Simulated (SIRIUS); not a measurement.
# NiMoIrPdW (P3m1) in SIRIUS: further runs

The runs below take NiMoIrPdW through equation of state, with RPBE.

All numbers are computed with SIRIUS 7.12.0; they aren't measurements. Logs are shortened: lines on timing, memory, paths and dates and some standing lists are left out, and cuts for length are marked. The log counts tension as positive stress, the text compression.

### Step 1. The crystal as given

Symmetry: P3m1, No. 156, trigonal system. The conventional cell has a = 4.147 Å, b = 4.147 Å, c = 5.416 Å, α = 90.00°, β = 90.00°, γ = 120.00°. Around Ni (site symmetry 3m) lie 3 W at 2.40 Å and 3 Ir at 2.71 Å. Mo (site symmetry 3m) has 1 W at 2.49 Å and 3 Ir at 2.64 Å and 3 Pd at 2.85 Å as nearest neighbours. Pd (site symmetry 3m) is surrounded by 2 Ir at 2.65 to 2.76 Å and 3 W at 2.76 Å and 3 Ni at 2.82 Å and 3 Mo at 2.85 Å. Ir (site symmetry 3m) is surrounded by 3 Mo at 2.64 Å and 2 Pd at 2.65 to 2.76 Å and 3 Ni at 2.71 Å and 3 W at 2.77 Å. Around W (site symmetry 3m) lie 3 Ni at 2.40 Å and 1 Mo at 2.49 Å.

The cell was built by a generator and needn't be a form met in nature.

### Step 2. Equation of state, RPBE, collinear spin, ferromagnetic start, 15.16 Å³/atom (volume scaled by 0.94)

sirius.json

```json
{
  "control": {
    "processing_unit": "cpu",
    "std_evp_solver_name": "lapack",
    "gen_evp_solver_name": "lapack",
    "verbosity": 2,
    "print_forces": false,
    "ortho_rf": true,
    "use_second_variation": true,
    "rmt_max": 3.0,
    "num_bands_to_print": 24,
    "save_wf": true
  },
  "parameters": {
    "electronic_structure_method": "full_potential_lapwlo",
    "xc_functionals": ["XC_GGA_X_RPBE", "XC_GGA_C_PBE"],
    "core_relativity": "dirac",
    "valence_relativity": "iora",
    "num_fv_states": 90,
    "smearing": "fermi_dirac",
    "smearing_width": 0.0018374661,
    "pw_cutoff": 22,
    "gk_cutoff": 4.25,
    "lmax_apw": 11,
    "lmax_rho": 8,
    "lmax_pot": 8,
    "num_mag_dims": 1,
    "auto_rmt": 0,
    "ngridk": [3, 3, 2],
    "shiftk": [0, 0, 0],
    "num_dft_iter": 80,
    "energy_tol": 1e-07,
    "density_tol": 1e-05,
    "use_symmetry": true
  },
  "settings": {"tol_ne": 1e-10},
  "iterative_solver": {"type": "exact"},
  "mixer": {"type": "anderson", "beta": 0.4, "max_history": 8},
  "unit_cell": {
    "lattice_vectors": [[7.6761614697, 0.0, 0.0], [-3.8380807349, 6.6477553867, -0.0], [0.0, -0.0, 10.026362314]],
    "atom_types": ["Ir", "Mo", "Ni", "Pd", "W"],
    "atom_files": {"Ir": "Ir.json", "Mo": "Mo.json", "Ni": "Ni.json", "Pd": "Pd.json", "W": "W.json"},
    "atoms": {
      "Ir": [[0.33333, 0.66667, 0.25641, 0.0, 0.0, 0.6]],
      "Mo": [[0.66667, 0.33333, 0.45996, 0.0, 0.0, 1.0]],
      "Ni": [[0.0, 0.0, 0.02221, 0.0, 0.0, 1.0]],
      "Pd": [[0.33333, 0.66667, 0.74601, 0.0, 0.0, 0.0]],
      "W": [[0.66667, 0.33333, 0.99985, 0.0, 0.0, 0.0]]
    }
  }
}
```

Ir.json

```json
{
  "name": "iridium",
  "symbol": "Ir",
  "number": 77,
  "mass": 192.217,
  "rmin": 1e-06,
  "rmt": 2.29,
  "nrmt": 800,
  "rinf": 13.6,
  "core": "1s2s2p3s3p3d4s4p4d",
  "valence": [
    {"basis": [{"enu": 0.26, "dme": 0, "n": 0, "auto": 0}, {"enu": 0.26, "dme": 1, "n": 0, "auto": 0}]},
[... 30 lines left out ...]
    {"l": 3, "basis": [{"enu": 0.36, "dme": 0, "n": 0, "auto": 0}, {"enu": 0.36, "dme": 1, "n": 0, "auto": 0}]},
    {
      "l": 3,
      "basis": [{"enu": -1.7096, "dme": 0, "n": 4, "auto": 1}, {"enu": -1.7096, "dme": 1, "n": 4, "auto": 1}]
    },
    {
      "l": 3,
      "basis": [{"enu": -1.7096, "dme": 1, "n": 4, "auto": 1}, {"enu": 0.36, "dme": 0, "n": 0, "auto": 0}]
    },
    {"l": 3, "basis": [{"enu": 0.36, "dme": 0, "n": 0, "auto": 0}, {"enu": 4.784, "dme": 0, "n": 0, "auto": 0}]},
    {"l": 4, "basis": [{"enu": 0.36, "dme": 0, "n": 0, "auto": 0}, {"enu": 0.36, "dme": 1, "n": 0, "auto": 0}]},
    {"l": 4, "basis": [{"enu": 0.36, "dme": 0, "n": 0, "auto": 0}, {"enu": 4.0213, "dme": 0, "n": 0, "auto": 0}]}
  ],
  "free_atom": [... radial grid and density of the free atom, the start of the SCF ...]
}
```

Mo.json

```json
{
  "name": "molybdenum",
  "symbol": "Mo",
  "number": 42,
  "mass": 95.96,
[... 27 lines left out ...]
    },
    {
      "l": 1,
      "basis": [{"enu": -0.9113, "dme": 1, "n": 4, "auto": 1}, {"enu": 0.36, "dme": 0, "n": 0, "auto": 0}]
    },
    {"l": 1, "basis": [{"enu": 0.36, "dme": 0, "n": 0, "auto": 0}, {"enu": 4.1617, "dme": 0, "n": 0, "auto": 0}]},
    {"l": 2, "basis": [{"enu": 0.36, "dme": 0, "n": 0, "auto": 0}, {"enu": 0.36, "dme": 1, "n": 0, "auto": 0}]},
    {"l": 2, "basis": [{"enu": 0.36, "dme": 1, "n": 0, "auto": 0}, {"enu": 0.36, "dme": 2, "n": 0, "auto": 0}]},
    {
      "l": 2,
      "basis": [{"enu": -7.6278, "dme": 0, "n": 3, "auto": 1}, {"enu": -7.6278, "dme": 1, "n": 3, "auto": 1}]
    },
    {"l": 2, "basis": [{"enu": 0.36, "dme": 0, "n": 0, "auto": 0}, {"enu": 3.5831, "dme": 0, "n": 0, "auto": 0}]},
    {"l": 3, "basis": [{"enu": 0.36, "dme": 0, "n": 0, "auto": 0}, {"enu": 0.36, "dme": 1, "n": 0, "auto": 0}]},
    {"l": 3, "basis": [{"enu": 0.36, "dme": 0, "n": 0, "auto": 0}, {"enu": 3.955, "dme": 0, "n": 0, "auto": 0}]}
  ],
  "free_atom": [... radial grid and density of the free atom, the start of the SCF ...]
}
```

Ni.json

```json
{
  "name": "nickel",
  "symbol": "Ni",
  "number": 28,
  "mass": 58.6934,
  "rmin": 1e-06,
  "rmt": 2.07,
  "nrmt": 800,
  "rinf": 14.89,
  "core": "1s2s2p",
  "valence": [
[... 24 lines left out ...]
      "basis": [{"enu": -2.0409, "dme": 1, "n": 3, "auto": 1}, {"enu": 0.36, "dme": 0, "n": 0, "auto": 0}]
    },
    {"l": 1, "basis": [{"enu": 0.36, "dme": 0, "n": 0, "auto": 0}, {"enu": 4.6541, "dme": 0, "n": 0, "auto": 0}]},
    {
      "l": 2,
      "basis": [{"enu": 0.3491, "dme": 0, "n": 0, "auto": 0}, {"enu": 0.3491, "dme": 1, "n": 0, "auto": 0}]
    },
    {
      "l": 2,
      "basis": [{"enu": 0.3491, "dme": 1, "n": 0, "auto": 0}, {"enu": 0.3491, "dme": 2, "n": 0, "auto": 0}]
    },
    {
      "l": 2,
      "basis": [{"enu": 0.3491, "dme": 0, "n": 0, "auto": 0}, {"enu": 3.9897, "dme": 0, "n": 0, "auto": 0}]
    },
    {"l": 3, "basis": [{"enu": 0.36, "dme": 0, "n": 0, "auto": 0}, {"enu": 0.36, "dme": 1, "n": 0, "auto": 0}]},
    {"l": 3, "basis": [{"enu": 0.36, "dme": 0, "n": 0, "auto": 0}, {"enu": 4.4208, "dme": 0, "n": 0, "auto": 0}]}
  ],
  "free_atom": [... radial grid and density of the free atom, the start of the SCF ...]
}
```

Pd.json

```json
{
  "name": "palladium",
  "symbol": "Pd",
  "number": 46,
[... 19 lines left out ...]
    {
      "l": 1,
      "basis": [{"enu": -1.3649, "dme": 0, "n": 4, "auto": 1}, {"enu": -1.3649, "dme": 1, "n": 4, "auto": 1}]
    },
    {
      "l": 1,
      "basis": [{"enu": -1.3649, "dme": 1, "n": 4, "auto": 1}, {"enu": 0.36, "dme": 0, "n": 0, "auto": 0}]
    },
    {"l": 1, "basis": [{"enu": 0.36, "dme": 0, "n": 0, "auto": 0}, {"enu": 4.1617, "dme": 0, "n": 0, "auto": 0}]},
    {"l": 2, "basis": [{"enu": 0.36, "dme": 0, "n": 0, "auto": 0}, {"enu": 0.36, "dme": 1, "n": 0, "auto": 0}]},
    {"l": 2, "basis": [{"enu": 0.36, "dme": 1, "n": 0, "auto": 0}, {"enu": 0.36, "dme": 2, "n": 0, "auto": 0}]},
    {"l": 2, "basis": [{"enu": 0.36, "dme": 0, "n": 0, "auto": 0}, {"enu": 3.5831, "dme": 0, "n": 0, "auto": 0}]},
    {"l": 3, "basis": [{"enu": 0.36, "dme": 0, "n": 0, "auto": 0}, {"enu": 0.36, "dme": 1, "n": 0, "auto": 0}]},
    {"l": 3, "basis": [{"enu": 0.36, "dme": 0, "n": 0, "auto": 0}, {"enu": 3.955, "dme": 0, "n": 0, "auto": 0}]}
  ],
  "free_atom": [... radial grid and density of the free atom, the start of the SCF ...]
}
```

W.json

```json
{
  "name": "tungsten",
  "symbol": "W",
  "number": 74,
  "mass": 183.84,
  "rmin": 1e-06,
  "rmt": 2.29,
  "nrmt": 800,
  "rinf": 14.93,
  "core": "1s2s2p3s3p3d4s4p4d",
  "valence": [
    {"basis": [{"enu": 0.26, "dme": 0, "n": 0, "auto": 0}, {"enu": 0.26, "dme": 1, "n": 0, "auto": 0}]},
[... 30 lines left out ...]
    {"l": 3, "basis": [{"enu": 0.36, "dme": 0, "n": 0, "auto": 0}, {"enu": 0.36, "dme": 1, "n": 0, "auto": 0}]},
    {
      "l": 3,
      "basis": [{"enu": -0.7062, "dme": 0, "n": 4, "auto": 1}, {"enu": -0.7062, "dme": 1, "n": 4, "auto": 1}]
    },
    {
      "l": 3,
      "basis": [{"enu": -0.7062, "dme": 1, "n": 4, "auto": 1}, {"enu": 0.36, "dme": 0, "n": 0, "auto": 0}]
    },
    {"l": 3, "basis": [{"enu": 0.36, "dme": 0, "n": 0, "auto": 0}, {"enu": 4.784, "dme": 0, "n": 0, "auto": 0}]},
    {"l": 4, "basis": [{"enu": 0.36, "dme": 0, "n": 0, "auto": 0}, {"enu": 0.36, "dme": 1, "n": 0, "auto": 0}]},
    {"l": 4, "basis": [{"enu": 0.36, "dme": 0, "n": 0, "auto": 0}, {"enu": 4.0213, "dme": 0, "n": 0, "auto": 0}]}
  ],
  "free_atom": [... radial grid and density of the free atom, the start of the SCF ...]
}
```

sirius_start.json

```json
{
  "control": {
    "processing_unit": "cpu",
    "std_evp_solver_name": "lapack",
    "gen_evp_solver_name": "lapack",
    "verbosity": 1,
    "print_forces": false,
    "ortho_rf": true,
    "use_second_variation": true,
    "rmt_max": 3.0,
    "num_bands_to_print": 24,
    "save_wf": false
  },
  "parameters": {
    "electronic_structure_method": "full_potential_lapwlo",
    "xc_functionals": ["XC_LDA_X", "XC_LDA_C_PW"],
    "core_relativity": "dirac",
    "valence_relativity": "iora",
    "num_fv_states": 90,
    "smearing": "fermi_dirac",
    "smearing_width": 0.0055123983,
    "pw_cutoff": 22,
    "gk_cutoff": 3.4,
    "lmax_apw": 11,
    "lmax_rho": 8,
    "lmax_pot": 8,
    "num_mag_dims": 1,
    "auto_rmt": 0,
    "ngridk": [1, 1, 1],
    "shiftk": [0, 0, 0],
    "num_dft_iter": 30,
    "energy_tol": 0.01,
    "density_tol": 0.05,
    "use_symmetry": true
  },
  "settings": {"tol_ne": 1e-10},
  "iterative_solver": {"type": "exact"},
  "mixer": {"type": "anderson", "beta": 0.4, "max_history": 8},
  "unit_cell": {
    "lattice_vectors": [[7.6761614697, 0.0, 0.0], [-3.8380807349, 6.6477553867, -0.0], [0.0, -0.0, 10.026362314]],
    "atom_types": ["Ir", "Mo", "Ni", "Pd", "W"],
    "atom_files": {"Ir": "Ir.json", "Mo": "Mo.json", "Ni": "Ni.json", "Pd": "Pd.json", "W": "W.json"},
    "atoms": {
      "Ir": [[0.33333, 0.66667, 0.25641, 0.0, 0.0, 0.6]],
      "Mo": [[0.66667, 0.33333, 0.45996, 0.0, 0.0, 1.0]],
      "Ni": [[0.0, 0.0, 0.02221, 0.0, 0.0, 1.0]],
      "Pd": [[0.33333, 0.66667, 0.74601, 0.0, 0.0, 0.0]],
      "W": [[0.66667, 0.33333, 0.99985, 0.0, 0.0, 0.0]]
    }
  }
}
```

Potentials or basis: all-electron FP-LAPW, apw+lo standard.

Started as:

```sh
OMP_NUM_THREADS=2 sirius.scf --input=sirius_start.json --output=start.json
OMP_NUM_THREADS=2 sirius.scf --input=sirius.json --output=output.json --task=1
```

Log:

```text
[info] SIRIUS version : 7.12.0
[info] number of MPI ranks           : 1
[info] MPI grid                      : 1 1
[info] maximum number of OMP threads : 2
[fft] FFT context for density and potential
[fft] =====================================
[fft]   plane wave cutoff                     : 22
[fft]   grid size                             : 60 60 75   total : 270000
[fft]   grid limits                           : -29 30   -29 30   -37 37
[fft]   number of G-vectors within the cutoff : 91943
[fft]   number of G-shells                    : 12263
[fft] FFT context for coarse grid
[fft] =====================================
[fft]   plane wave cutoff                     : 8.5
[fft]   grid size                             : 24 24 30   total : 17280
[fft]   grid limits                           : -11 12   -11 12   -14 15
[fft]   number of G-vectors within the cutoff : 5313
[fft]   number of G-shells                    : 784
[unit cell] lattice vectors
[unit cell]   a1 :       7.6761614697      0.0000000000      0.0000000000
[unit cell]   a2 :      -3.8380807349      6.6477553867     -0.0000000000
[unit cell]   a3 :       0.0000000000     -0.0000000000     10.0263623140
[unit cell] reciprocal lattice vectors
[unit cell]   b1 :       0.8185321963      0.4725794604      0.0000000000
[unit cell]   b2 :      -0.0000000000      0.9451589208      0.0000000000
[unit cell]   b3 :      -0.0000000000      0.0000000000      0.6266664928
[unit cell] unit cell volume :       511.63768654 [a.u.^3]
[unit cell] 1/sqrt(omega)    :         0.04420982
[unit cell] MT volume        :       226.96423978 (44.36%)
[unit cell] IT volume        :       284.67344676 (55.64%)
[unit cell] number of atom types : 5
[unit cell] type id : 0 symbol : Ir mt_radius :   2.290000 num_atoms : 1
[unit cell] type id : 1 symbol : Mo mt_radius :   2.200000 num_atoms : 1
[unit cell] type id : 2 symbol : Ni mt_radius :   2.070000 num_atoms : 1
[... 840 lines left out ...]
[find] valence_eval_sum               :    -156.24560848
[find] core_eval_sum                  :  -26975.07340714
[find] kinetic energy                 :   49583.20899313
[find] enuc                           :  -55518.87494407
[find] <rho|V^{XC}>                   :   -1315.27488590
[find] <rho|E^{XC}>                   :   -1008.08768840
[find] <mag|B^{XC}>                   :      -0.00000000
[find] <rho|V^{H}>                    :  -75399.25312285
[find] smearing (-TS)                 :      -0.00066088
[find] SCF correction                 :       0.00001136
[find] Total energy                   :  -44643.38018940 (Ha),  -89286.76037880 (Ry)
[find] Free energy (E-TS)             :  -44643.38085028 (Ha),  -89286.76170057 (Ry)
[find] band gap (eV)                  :       0.00000000
[find] Efermi                         :       0.46799698
[find] iteration : 20, RMS (target) : 8.8350e-06 (1.0000e-05) , energy difference (target) : -6.7157e-09 (1.0000e-07)
[find] converged after 21 SCF iterations!
Warning in function "check_num_electrons" at src/density/density.cpp:1179
wrong number of electrons
  obtained value : 267
  target value : 267
  difference : 1.64132e-05
  total core leakage : 6.85337e-06
    atom class : 0, core leakage : 9.47989e-07
    atom class : 1, core leakage : 1.56565e-07
    atom class : 2, core leakage : 3.93571e-12
    atom class : 3, core leakage : 1.93695e-07
    atom class : 4, core leakage : 5.55511e-06
[find] Charges and magnetic moments
[find] --------------------------------------------------------------------------------
[find] atom      charge    core leakage                 moment                |moment|
[find] --------------------------------------------------------------------------------
[find]    0   74.749469    9.479890e-07  [  0.00000,   0.00000,  -0.00000]    0.000000
[find]    1   39.308401    1.565653e-07  [  0.00000,   0.00000,   0.00000]    0.000002
[find]    2   26.687452    3.935711e-12  [  0.00000,   0.00000,  -0.00001]    0.000013
[find]    3   44.029455    1.936950e-07  [  0.00000,   0.00000,  -0.00000]    0.000000
[find]    4   71.391445    5.555112e-06  [  0.00000,   0.00000,   0.00000]    0.000004
[find] total core leakage    : 6.85336556e-06
[find] interstitial charge   : 10.833762
[find] interstitial moment   : [  0.00000,   0.00000,   0.00001], magnitude : 0.000006
[find] total charge          : 266.999984
[find] total moment          : [  0.00000,   0.00000,  -0.00000], magnitude : 0.000002
[find] Energy
[find] --------------------------------------------------------------------------------
[find] valence_eval_sum               :    -156.24560848
[find] core_eval_sum                  :  -26975.07340714
[find] kinetic energy                 :   49583.20899313
[find] enuc                           :  -55518.87494407
[find] <rho|V^{XC}>                   :   -1315.27488590
[find] <rho|E^{XC}>                   :   -1008.08768840
[find] <mag|B^{XC}>                   :      -0.00000000
[find] <rho|V^{H}>                    :  -75399.25312285
[find] smearing (-TS)                 :      -0.00066088
[find] SCF correction                 :       0.00001136
[find] Total energy                   :  -44643.38018940 (Ha),  -89286.76037880 (Ry)
[find] Free energy (E-TS)             :  -44643.38085028 (Ha),  -89286.76170057 (Ry)
[find] band gap (eV)                  :       0.00000000
[find] Efermi                         :       0.46799698
```

Run time: 12 min. Hardware: 2 threads of Arm Neoverse V1, shared host; peak memory 1.4 GiB.

The run converged, but some of its settings lie outside the range that counts as converged, so its numbers aren't taken as properties of the crystal.

What came out:

```yaml
Free_energy: -1214808.2796 eV
Band_gap_on_the_k_mesh: none (metal or under the smearing width)
Net_moment: 0.00 μB per cell
All_electrons_inside_the_program's_atomic_spheres: Ni 26.69; Mo 39.31; Pd 44.03; Ir 74.75; W 71.39 (radii Ir 2.29, Mo 2.2, Ni 2.07, Pd 2.2, W 2.29 bohr)
```

Caveat: the k mesh is coarse (spacing up to 0.60 Å⁻¹), so the values aren't converged.

(Part 1 of 4 ends here.)
